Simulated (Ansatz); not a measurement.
# HfSi2O6: the cost of one run

Method: DFT PBE, scalar-relativistic, plane waves, PAW, unless a step names another level, in Ansatz 0.2.0.

1 further run of the same task is left out (set aside as unsound or not needed).

## 1. The structure to begin with

It takes space group C2 (No. 5, monoclinic). Conventional cell: a = 9.911 Å, b = 5.016 Å, c = 5.885 Å, α = 90.00°, β = 91.72°, γ = 90.00°. Around Hf (site symmetry 2) lie 4 O at 1.94 to 1.96 Å. Si (site symmetry 1) has 4 O at 1.63 to 1.64 Å as nearest neighbours. O (site symmetry 1) is surrounded by 1 Si at 1.63 Å and 1 Hf at 1.94 Å. O (site symmetry 1) has 2 Si at 1.64 Å as nearest neighbours. O (site symmetry 1) is surrounded by 1 Si at 1.63 Å and 1 Hf at 1.96 Å.

Structure file:

```
Hf Si O
1.0
     4.95534   -2.50794   -0.01254
     4.95534    2.50794   -0.01254
    -0.16157    0.00000    5.88264
Hf Si O
1 2 6
Cartesian
  4.9553 0.2067 -0.0125
  7.3567 1.1716 3.8353
  2.3924 1.1716 2.0223
  6.0186 -0.9080 1.1747
  2.2093 -0.3756 2.5348
  3.7305 -0.9080 4.6829
  3.7094 1.2606 1.0649
  7.5398 -0.3756 3.3227
  6.0397 1.2606 4.7927
```

The cell was relaxed beforehand at this level, from a generated guess; it needn't be the stable form of this composition. At a tolerance of 0.02 Å it has space group C2 (No. 5); it has 16.25 Å³/atom, an uncorrected energy of -2.94 eV/atom over the elements.

## 2. Static run: bands, density of states and charges

Input file input.yaml:

```yaml
crystal:
  lattice:
    - [4.955343323, -2.5079404205, -0.0125374672]
    - [4.955343323, 2.5079404205, -0.0125374672]
    - [-0.161572037, 0.0, 5.8826428571]
  atoms:
    - { symbol: Hf, position: [0.458793595, 0.541206405, 0.0] }
    - { symbol: Si, position: [0.5193966769, 0.9865639269, 0.6551787056] }
    - { symbol: Si, position: [0.0134360731, 0.4806033231, 0.3448212944] }
    - { symbol: O, position: [0.791603925, 0.4295669649, 0.202283898] }
    - { symbol: O, position: [0.3048396896, 0.155093237, 0.4318781444] }
    - { symbol: O, position: [0.5704330351, 0.208396075, 0.797716102] }
    - { symbol: O, position: [0.1259401569, 0.6285811837, 0.1826300001] }
    - { symbol: O, position: [0.844906763, 0.6951603104, 0.5681218556] }
    - { symbol: O, position: [0.3714188163, 0.8740598431, 0.8173699999] }
basis:
  ecutwfc: 420
kpoints:
  mp_grid: { grid: [6, 6, 4] }
  band_path:
    path:
      - [[0.0, 0.0, 0.0], [-0.31409362, 0.31409362, 0.0]]
      - [[-0.68590638, -0.31409362, 0.0], [-0.5, -0.5, 0.0], [0.0, 0.0, 0.0], [-0.5, -0.5, 0.5], [-0.68914293, -0.31085707, 0.5]]
      - [[-0.31085707, 0.31085707, 0.5], [0.0, 0.0, 0.5], [0.0, 0.0, 0.0]]
      - [[-0.5, 0.0, 0.5], [0.0, 0.0, 0.0], [-0.5, 0.0, 0.0]]
    npoints: 14
hamiltonian:
  xc: pbe
scf:
  occupations: { method: gaussian, width: 0.02 }
  n_extra_bands: 22
output:
  forces: true
  stress: true
  eigenvalues: true
  populations: true
  dos: { projected: true, de: 0.02, nscf_kmesh: { grid: [9, 9, 6] } }
  bader: true
  write_density: true
  write_potential: true
  elf: true
  volumetric_format: npy
```

Run with:

```sh
ansatz run input.yaml --threads 1 --pin off --max-ram 2560MiB --backend cpu --events-out ev --progress --plain --runs-dir out
```

What time and memory should one allow on 1 thread of Intel Xeon at 2.70GHz, shared host?

About 4.6 min, with a peak of 0.91 GiB.
